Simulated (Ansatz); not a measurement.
# NaHgSe3: the cost of one run

Computed with Ansatz 0.2.0 (DFT PBE, scalar-relativistic, plane waves, PAW, unless a step's input says otherwise).

## (1) The system as given

It takes space group Pm-3m (No. 221, cubic). The conventional cell has a = 5.183 Å, b = 5.183 Å, c = 5.183 Å, α = 90.00°, β = 90.00°, γ = 90.00°. Around Na (site symmetry m-3m) lie 12 Se at 3.66 Å. Hg (site symmetry m-3m) is surrounded by 6 Se at 2.59 Å. Around Se (site symmetry 4/mmm) lie 2 Hg at 2.59 Å and 4 Na at 3.66 Å.

Coordinates:

```cif
data_structure
_symmetry_space_group_name_H-M 'P 1'
_symmetry_Int_Tables_number 1
_cell_length_a 5.1828
_cell_length_b 5.1828
_cell_length_c 5.1828
_cell_angle_alpha 90.000
_cell_angle_beta 90.000
_cell_angle_gamma 90.000
_cell_volume 139.21
loop_
_atom_site_label
_atom_site_type_symbol
_atom_site_fract_x
_atom_site_fract_y
_atom_site_fract_z
_atom_site_occupancy
Na1 Na 0.50000 0.50000 0.50000 1
Hg1 Hg 0.00000 0.00000 0.00000 1
Se1 Se 0.50000 0.00000 0.00000 1
Se2 Se 0.00000 0.50000 0.00000 1
Se3 Se 0.00000 0.00000 0.50000 1
```

The cell is invented: perovskite family, tilts a0a0a0 (Pm-3m, No. 221). Lengths come from tabulated atomic sizes and are only a guess.

## (2) The guess as it stands, on a coarse mesh

Input file input.yaml:

```yaml
crystal:
  lattice:
    - [5.18275073, 0.0, 0.0]
    - [0.0, 5.18275073, 0.0]
    - [0.0, 0.0, 5.18275073]
  atoms:
    - { symbol: Na, position: [0.5, 0.5, 0.5] }
    - { symbol: Hg, position: [0.0, 0.0, 0.0] }
    - { symbol: Se, position: [0.5, 0.0, 0.0] }
    - { symbol: Se, position: [0.0, 0.5, 0.0] }
    - { symbol: Se, position: [0.0, 0.0, 0.5] }
basis:
  ecutwfc: 420
kpoints:
  mp_grid: { grid: [4, 4, 4] }
hamiltonian:
  xc: pbe
scf:
  occupations: { method: gaussian, width: 0.1 }
  lower_state_search: "off"
output:
  forces: true
  stress: true
  eigenvalues: true
```

The run is started by

```console
$ ansatz run input.yaml --threads 1 --pin off --max-ram 2048MiB --backend cpu --events-out ev --progress --plain --runs-dir out
```

**Question.** How long does this run take on 1 thread of Intel Xeon Platinum 8488C (Sapphire Rapids), shared host, and how much memory does it need?

About 3.3 s, with a peak of 0.52 GiB.
